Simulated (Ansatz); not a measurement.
**C₄H₄F₄: up Jacob's ladder to CCSD(T)**

The task here is to estimate one member of a computed series from the others.

Computed with Ansatz 0.2.0, Gaussian basis. Level: functionals in def2-TZVPP, the program's frozen cores in correlated methods.

Levels to be run: LDA (SPW92), PBE-D4, revPBE-D4, BLYP-D4, r2SCAN-D4, B97M-V, PBE0-D4, B3LYP-D4, r2SCANh-D4, r2SCAN0-D4, HSE06-D4, BHLYP-D4, CAM-B3LYP-D4, LC-ωPBE, ωB97X-V, ωB97M-V, B2PLYP, PBE-QIDH; CCSD(T)/def2-SVP; MP2/def2-TZVPP; MP2/def2-QZVPP; RPA on PBE.

## The relaxed structure

All runs share one geometry, relaxed beforehand with PBE0-D4 in a triple-zeta def2 set.

SMILES `F[C@@H]1CC(F)(F)[C@H]1F`, 12 atoms, charge 0, spin multiplicity 1.

Atoms are counted from 1 here; the program's logs count them from 0.

Bond lengths: F1–C2 1.365 Å, C2–C3 1.539 Å, C2–C7 1.526 Å, C2–H9 1.092 Å, C3–C4 1.525 Å, C3–H10 1.087 Å, C3–H11 1.090 Å, C4–F5 1.344 Å, C4–F6 1.351 Å, C4–C7 1.534 Å, C7–F8 1.355 Å, C7–H12 1.095 Å. Angles: F1–C2–C3 116.6°, F1–C2–C7 116.2°, F1–C2–H9 109.1°, C3–C2–C7 89.0°, C3–C2–H9 113.0°, C7–C2–H9 111.8°, C2–C3–C4 87.2°, C2–C3–H10 118.1°, C2–C3–H11 111.1°, C4–C3–H10 116.6°, C4–C3–H11 110.9°, H10–C3–H11 110.9°, C3–C4–F5 117.8°, C3–C4–F6 112.3°, C3–C4–C7 89.2°, F5–C4–F6 107.7°, F5–C4–C7 117.2°, F6–C4–C7 111.9° and more.

The first run:

in.yaml

```yaml
crystal:
  periodic: [false, false, false]
  atoms:
    - {symbol: F, position_ang: [-0.766368, -2.040387, 0.624143]}
    - {symbol: C, position_ang: [-0.609679, -0.882529, -0.081746]}
    - {symbol: C, position_ang: [0.822785, -0.533423, -0.521883]}
    - {symbol: C, position_ang: [0.505002, 0.911936, -0.152243]}
    - {symbol: F, position_ang: [1.468152, 1.631710, 0.448959]}
    - {symbol: F, position_ang: [0.058989, 1.625778, -1.208362]}
    - {symbol: C, position_ang: [-0.648471, 0.411130, 0.726997]}
    - {symbol: F, position_ang: [-1.796989, 1.129891, 0.751465]}
    - {symbol: H, position_ang: [-1.325640, -0.866306, -0.906602]}
    - {symbol: H, position_ang: [1.101035, -0.722121, -1.555730]}
    - {symbol: H, position_ang: [1.558190, -0.957419, 0.162458]}
    - {symbol: H, position_ang: [-0.290002, 0.236739, 1.746544]}
basis:
  gaussian: {orbitals: def2-TZVPP}
hamiltonian: {xc: lda}
output: {orbitals: {seedname: orbitals}}
```

Started as:

```bash
> ansatz run in.yaml --threads 4 --pin off --events-out ev --progress --plain --max-ram 11315MiB
```

Steps of the session up to this table: LDA; PBE-D4 (GGA); revPBE-D4 (GGA); BLYP-D4 (GGA); r2SCAN-D4 (meta-GGA); B97M-V (meta-GGA); PBE0-D4 (hybrid); B3LYP-D4 (hybrid); r2SCANh-D4 (hybrid); r2SCAN0-D4 (hybrid); HSE06-D4 (hybrid); BHLYP-D4 (hybrid); CAM-B3LYP-D4 (range-separated); LC-ωPBE (range-separated); ωB97X-V (range-separated); ωB97M-V (range-separated); B2PLYP (double hybrid); PBE-QIDH (double hybrid).

One table of the session follows, with a row left open; its other results are not shown here.

It belongs to the step «Orbital energies across the functionals». 

```
  functional  HOMO (eV)  LUMO (eV)  gap (eV)
 LDA (SPW92)      -7.76      -0.68      7.08
      PBE-D4          ?          ?         ?
   revPBE-D4      -7.45      -0.32      7.13
     BLYP-D4      -7.49      -0.32      7.18
   r2SCAN-D4      -7.91       0.00      7.91
      B97M-V      -8.08      -0.10      7.98
     PBE0-D4      -9.25       0.61      9.87
    B3LYP-D4      -9.04       0.33      9.37
  r2SCANh-D4      -8.55       0.36      8.91
  r2SCAN0-D4      -9.50       0.90     10.40
    HSE06-D4      -8.84       0.23      9.08
    BHLYP-D4     -10.93       1.57     12.50
CAM-B3LYP-D4     -10.77       1.63     12.40
     LC-ωPBE     -12.04       2.89     14.93
     ωB97X-V     -11.70       2.78     14.48
     ωB97M-V     -11.62       2.46     14.08
```

**Question.** Estimate the row for PBE-D4.

**Answer.** HOMO (eV): -7.54; LUMO (eV): -0.42; gap (eV): 7.12. In the column «HOMO (eV)» it lies between LDA (SPW92) (-7.76) and BLYP-D4 (-7.49).
